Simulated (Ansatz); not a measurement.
# AsH3 (singlet): the correlation ladder at a displaced geometry (v1), cc-pVTZ

An exercise on one series of results from a longer session: the logs are not shown, and one member is left open.

Program: Ansatz 0.2.0, Gaussian basis. Level of theory: cc-pVTZ, core rule «outside noble gas», up to 14 orbitals frozen. These are calculated values, not measurements.

The runs, in order: UHF; CCSD(T) on RHF; BCCD(T) on RHF; CCSDT(Q) on RHF; CASSCF and NEVPT2, 8 electrons in 7 orbitals.

14 further runs of the same task are left out: 8 that didn't finish, 6 set aside as unsound or not needed. Runs told in other sessions of the task aren't counted.

**What is computed**

The geometry is a PBE0/def2-TZVP stationary point (not a proven minimum) with its atoms shifted at random (size 0.040 Å). No spin-orbit coupling is included. The filled d shell of As may be among the frozen orbitals whatever the setting's name suggests.

4 atoms, charge 0, spin multiplicity 1.

Atoms are counted from 1 here; the program's logs count them from 0.

Bond lengths: As1–H2 1.515 Å, As1–H3 1.505 Å, As1–H4 1.547 Å. Angles: H2–As1–H3 92.3°, H2–As1–H4 94.0°, H3–As1–H4 95.2°.

Set-up of the first run:

File in.yaml:

```yaml
crystal:
  periodic: [false, false, false]
  atoms:
    - {symbol: As, position_ang: [0.000302, -0.000078, -0.031726]}
    - {symbol: H, position_ang: [1.258580, -0.002245, 0.811504]}
    - {symbol: H, position_ang: [-0.601607, 1.129892, 0.758985]}
    - {symbol: H, position_ang: [-0.679385, -1.121866, 0.787750]}
basis:
  gaussian: {orbitals: cc-pVTZ}
magnetization: {spin_polarized: true, initial_magnetization: 0}
hamiltonian: {xc: hf}
output: {orbitals: {seedname: orbitals}}
```

Command:

```
$ ansatz run in.yaml --threads 1 --pin off --events-out ev --progress --plain --max-ram 2393MiB
```

Steps of the session up to this table: UHF; CCSD(T) on RHF; BCCD(T) on RHF; CCSDT(Q) on RHF; CASSCF and NEVPT2, 8 electrons in 7 orbitals.

One of the session's tables, all rows but one given; the rest of the session is left out.

```
        method  from RCCSDT(Q) (meV)
           RHF               +5174.9
          RMP2                +920.6
         RCCSD                +181.6
      RCCSD(T)                     ?
       BCCD(T)                 +25.7
        RCCSDT                  +5.7
     RCCSDT(Q)                     0
CASSCF valence               +3782.0
NEVPT2 valence                +906.3
```

Estimate the missing values for RCCSD(T).

**Answer.** from RCCSDT(Q) (meV): +26.2. In the column «from RCCSDT(Q) (meV)» it lies between BCCD(T) (+25.7) and RCCSD (+181.6).
